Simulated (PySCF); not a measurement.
# C4H4O2S: reorganisation energies

Aim: compute the reorganisation energies of C4H4O2S (`O=S1(=O)C=CC=C1`).

Programs: PySCF 2.14.0, with routines of our own; each step states its level. All values are computed. Atoms count from 0.

## Step 1: The starting structure

11 atoms, charge 0, multiplicity 1; geometry from: GFN2-xTB.

## Step 2: Relaxing the molecule at PBE/def2-SVP

Job settings and geometry (Å):

```
{"job": {"xc": "PBE", "basis": "def2-SVP", "grid": 1, "kind": "geom"}, "charge": 0, "multiplicity": 1}
O      2.057020     0.261672     1.224644
S      1.325811    -0.117280     0.048783
O      2.070134    -0.625942    -1.068341
C      0.208808     1.201293    -0.466250
C     -1.035701     0.778060    -0.307912
C     -1.176655    -0.581499     0.217065
C     -0.041766    -1.216057     0.466802
H      0.565231     2.143162    -0.827551
H     -1.920182     1.353238    -0.533360
H     -2.162833    -0.990954     0.371320
H      0.115557    -2.203023     0.848835
```

Run with:

```sh
$ OMP_NUM_THREADS=1 python excited_run.py task.json out
```

The driver reads the jobs from task.json and runs them one after another.

What it wrote:

```text
step   0  E = -702.47168758  max force = 0.048726
step   1  E = -702.48028721  max force = 0.005561
step   2  E = -702.48037149  max force = 0.003863
step   3  E = -702.48038434  max force = 0.002679
step   4  E = -702.48040535  max force = 0.001837
step   5  E = -702.48040680  max force = 0.002363
step   6  E = -702.48043202  max force = 0.003261
step   7  E = -702.48046342  max force = 0.001302
step   8  E = -702.48047133  max force = 0.000245
optimisation converged
```

Wall time 62 s (1 thread of Arm Neoverse V1, shared host); peak memory 0.54 GiB.

Along the way:

```csv
step,energy from step 0 (eV),largest force component (eV/Å)
0,0.0000,2.5056
1,-0.2340,0.2860
2,-0.2363,0.1986
3,-0.2367,0.1378
4,-0.2372,0.0945
5,-0.2373,0.1215
6,-0.2379,0.1677
7,-0.2388,0.0670
8,-0.2390,0.0126
```

Distances of close pairs at the start and the end, largest changes first:

```csv
bond,before (Å),after (Å),change (Å)
S1–O2,1.436,1.480,+0.044
O0–S1,1.436,1.479,+0.044
C3–H7,1.070,1.097,+0.027
C6–H10,1.070,1.097,+0.027
C3–C4,1.324,1.349,+0.025
C5–C6,1.324,1.349,+0.025
C4–H8,1.079,1.100,+0.021
C5–H9,1.079,1.100,+0.021
```

The final coordinates are the input of the step that follows.

| at the end point | value |
| --- | --- |
| point group (found at 0.08 Å tolerance) | C2v |
| rotational constants (GHz, main isotopes) | 4.176, 2.166, 2.028 |
| dipole moment (D) | 4.29 |

## Step 3: Relaxation after adding or removing an electron (C₄H₄O₂S+ (doublet)): UKS PBE/def2-SVP

Job settings and geometry (Å):

```
{"job": {"kind": "ionopt", "ions": [1], "xc": "PBE", "basis": "def2-SVP", "grid": 1}, "charge": 1, "multiplicity": 2}
O      2.176880     0.066521     1.320935
S      1.422015    -0.274467     0.095087
O      2.122674    -0.858267    -1.070105
C      0.393260     1.121841    -0.424980
C     -0.909428     0.801217    -0.281393
C     -1.152195    -0.562361     0.248948
C     -0.032003    -1.268877     0.505089
H      0.865885     2.042958    -0.788529
H     -1.739039     1.479080    -0.530881
H     -2.170639    -0.944845     0.410704
H      0.098490    -2.286300     0.894236
```

Level: UKS PBE/def2-SVP geometry optimisation of the ion from the geometry of its parent, gas phase.

What it wrote:

```text
step       E/Eh        max force   <S^2>
  0    -702.13651998   0.036088   0.7532
  1    -702.13494758   0.026534   0.7541
  2    -702.13864889   0.012779   0.7542
  3    -702.13795873   0.019009   0.7543
  4    -702.13992831   0.002140   0.7543
  5    -702.14000531   0.001699   0.7542
  6    -702.14007290   0.000927   0.7542
  7    -702.14008394   0.000345   0.7542
optimisation converged
```

Run time: 1.7 min. Hardware: 1 thread of Arm Neoverse V1, shared host; peak memory 0.61 GiB.

In short:

| quantity | value |
| --- | --- |
| geometry moved (RMSD) | 0.025 Å |
| ⟨S²⟩ | 0.754 |

Bonds of the start that changed most:

```
  bond  start (Å)  end (Å)
 C4–C5      1.483    1.441
 C5–C6      1.349    1.390
 C3–C4      1.349    1.390
 S1–C3      1.811    1.793
 C6–S1      1.809    1.792
C6–H10      1.097    1.103
```

Mulliken spin populations:

| atom | value (e) |
| --- | --- |
| O0 | 0.11 |
| S1 | -0.06 |
| O2 | 0.14 |
| C3 | 0.34 |
| C4 | 0.09 |
| C5 | 0.09 |
| C6 | 0.34 |
| H7 | -0.01 |
| H8 | -0.01 |
| H9 | -0.01 |
| H10 | -0.01 |

## Step 4: Relaxation after adding or removing an electron (C₄H₄O₂S− (doublet)): UKS PBE/def2-SVP

Settings changed since step 3:

```diff
@@ -1,2 +1,2 @@
-{"job": {"kind": "ionopt", "ions": [1], "xc": "PBE", "basis": "def2-SVP", "grid": 1}, "charge": 1, "multiplicity": 2}
+{"job": {"kind": "ionopt", "ions": [-1], "xc": "PBE", "basis": "def2-SVP", "grid": 1}, "charge": -1, "multiplicity": 2}
 O      2.176880     0.066521     1.320935
```

With the program's defaults for keys left out, this is: UKS PBE/def2-SVP geometry optimisation of the ion from the geometry of its parent, gas phase.

What it wrote:

```text
step       E/Eh        max force   <S^2>
  0    -702.49512210   0.071143   0.7518
  1    -702.50205447   0.019419   0.7519
  2    -702.50537437   0.006548   0.7518
  3    -702.50560700   0.006093   0.7518
  4    -702.50600076   0.002639   0.7518
  5    -702.50606478   0.001856   0.7518
  6    -702.50610633   0.000564   0.7518
  7    -702.50611729   0.000523   0.7518
  8    -702.50612743   0.001010   0.7518
  9    -702.50613805   0.001343   0.7518
 10    -702.50617359   0.001008   0.7518
 11    -702.50619671   0.000734   0.7518
 12    -702.50620413   0.000347   0.7518
optimisation converged
```

It took 2.1 min on 1 thread of Arm Neoverse V1, shared host; peak memory 0.61 GiB.

Key values:

| quantity | value |
| --- | --- |
| geometry moved (RMSD) | 0.049 Å |
| ⟨S²⟩ | 0.752 |

Bonds of the start that changed most:

```
 bond  start (Å)  end (Å)
C4–C5      1.483    1.432
C5–C6      1.349    1.400
C3–C4      1.349    1.400
S1–C3      1.811    1.768
C6–S1      1.809    1.768
S1–O2      1.480    1.508
```

## Step 5: Reorganisation energies: UKS PBE/def2-SVP

Settings changed since step 4:

```diff
@@ -1,2 +1,2 @@
-{"job": {"kind": "ionopt", "ions": [-1], "xc": "PBE", "basis": "def2-SVP", "grid": 1}, "charge": -1, "multiplicity": 2}
+{"job": {"kind": "reorg", "ions": [1, -1], "xc": "PBE", "basis": "def2-SVP", "grid": 1}, "charge": 0, "multiplicity": 1}
 O      2.176880     0.066521     1.320935
```

With the program's defaults for keys left out, this is: UKS PBE/def2-SVP four-point reorganisation energy, gas phase.

What it wrote:

```text
final grid: 47288 points
cycle   1  E = -702.1566754897  dE =  1.491e+00  |g| = 1.263e+00  |ddm| = 4.136e+00
cycle   2  E = -698.3096114245  dE =  3.847e+00  |g| = 4.117e+00  |ddm| = 5.048e+00
cycle   3  E = -702.3323452647  dE = -4.023e+00  |g| = 6.896e-01  |ddm| = 4.428e+00
cycle   4  E = -702.4424613972  dE = -1.101e-01  |g| = 3.669e-01  |ddm| = 1.285e+00
cycle   5  E = -702.4648566457  dE = -2.240e-02  |g| = 2.409e-01  |ddm| = 5.204e-01
cycle   6  E = -702.4800191878  dE = -1.516e-02  |g| = 3.897e-02  |ddm| = 2.369e-01
cycle   7  E = -702.4804562382  dE = -4.371e-04  |g| = 8.130e-03  |ddm| = 4.955e-02
cycle   8  E = -702.4804635688  dE = -7.331e-06  |g| = 6.040e-03  |ddm| = 1.349e-02
cycle   9  E = -702.4804699690  dE = -6.400e-06  |g| = 2.496e-03  |ddm| = 7.347e-03
cycle  10  E = -702.4804712729  dE = -1.304e-06  |g| = 4.427e-04  |ddm| = 3.177e-03
cycle  11  E = -702.4804713312  dE = -5.827e-08  |g| = 3.670e-05  |ddm| = 7.599e-04
cycle  12  E = -702.4804713312  dE = -3.365e-11  |g| = 3.656e-05  |ddm| = 7.153e-05
cycle  13  E = -702.4804713314  dE = -2.096e-10  |g| = 2.451e-05  |ddm| = 5.954e-05
converged SCF energy = -702.4804713314

hole transfer: vertical 9.3688 eV, relaxation of the ion converged
  adiabatic 9.2624 eV, lambda(ion) 0.1064, lambda(parent) 0.1254, total 0.2318 eV

electron transfer: vertical 0.4031 eV, relaxation of the ion converged
  adiabatic 0.7002 eV, lambda(ion) 0.2971, lambda(parent) 0.2766, total 0.5737 eV
```

Run time: 6.3 s. Hardware: 1 thread of Arm Neoverse V1, shared host; peak memory 0.54 GiB.

## Step 6: Results

```
                                                 quantity                 value
                                              point group                   C2v
                     rotational constants (main isotopes)  4.18, 2.17, 2.03 GHz
         geometry moved (RMSD) (step 3, UKS PBE/def2-SVP)               0.025 Å
         geometry moved (RMSD) (step 4, UKS PBE/def2-SVP)               0.049 Å
    hole reorganisation energy (step 5, UKS PBE/def2-SVP)             0.2318 eV
electron reorganisation energy (step 5, UKS PBE/def2-SVP)             0.5737 eV
```

Relaxing lowered the energy by 0.239 eV in 8 steps; the close pair that moved most is S1–O2, from 1.436 to 1.480 Å. In step 3 (relaxation after adding or removing an electron), among the bonds C4–C5 changes most, from 1.483 to 1.441 Å. In step 4 (relaxation after adding or removing an electron), among the bonds C4–C5 changes most, from 1.483 to 1.432 Å.
